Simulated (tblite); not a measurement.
# C6H13NO: the cost of one run

Computed with tblite 0.8.0 (tight binding) and PySCF 2.14.0 (DFT, with response routines of our own); each step states its level. Atoms count from 0 throughout.

## (1) The starting structure

21 atoms, charge 0, multiplicity 1; geometry from: MMFF94s geometry.

Bonds of the start (Å): C0–C1 1.52, C0–H10 1.09, C0–H8 1.09, C0–H9 1.09, C1–C2 1.53, C1–H11 1.09, C1–H12 1.09, C2–C3 1.52, C2–H13 1.09, C2–H14 1.09, C3–N5 1.36, C3–O4 1.22, C6–H15 1.12, C6–H16 1.11, C6–H17 1.12, C7–H18 1.09, C7–H19 1.09, C7–H20 1.09, N5–C6 1.44, N5–C7 1.45.

## (2) GFN2-xTB relaxation, conformer 1

The job: settings as JSON, then the geometry in Å.

```
{"job": {"xc": "GFN2-xTB", "basis": "xTB", "kind": "relax"}, "charge": 0, "multiplicity": 1}
C      3.293700    -0.280900     0.196200
C      2.029700     0.502500     0.523000
C      0.782200    -0.192300    -0.019400
C     -0.470600     0.597600     0.327500
O     -0.423100     1.631600     0.966500
N     -1.653700     0.088400    -0.102100
C     -1.844500    -1.093900    -0.902700
C     -2.870900     0.824200     0.160700
H      3.415300    -0.383800    -0.880800
H      4.168800     0.228900     0.591600
H      3.252400    -1.277500     0.632500
H      1.928900     0.615900     1.603300
H      2.090200     1.505000     0.097000
H      0.858700    -0.289300    -1.105400
H      0.708900    -1.192900     0.415100
H     -2.689700    -1.688900    -0.471300
H     -0.928900    -1.719600    -0.910200
H     -2.111200    -0.811300    -1.955800
H     -3.350200     1.115000    -0.777700
H     -3.566700     0.212000     0.739800
H     -2.612000     1.715200     0.728400
```

Started as:

```bash
$ OMP_NUM_THREADS=1 python ens_run.py task.json out
```

One launch serves the whole session.

Q: Estimate the wall time of this first job on 1 thread of Intel Xeon at 2.50GHz, shared host.

About 2.2 s.
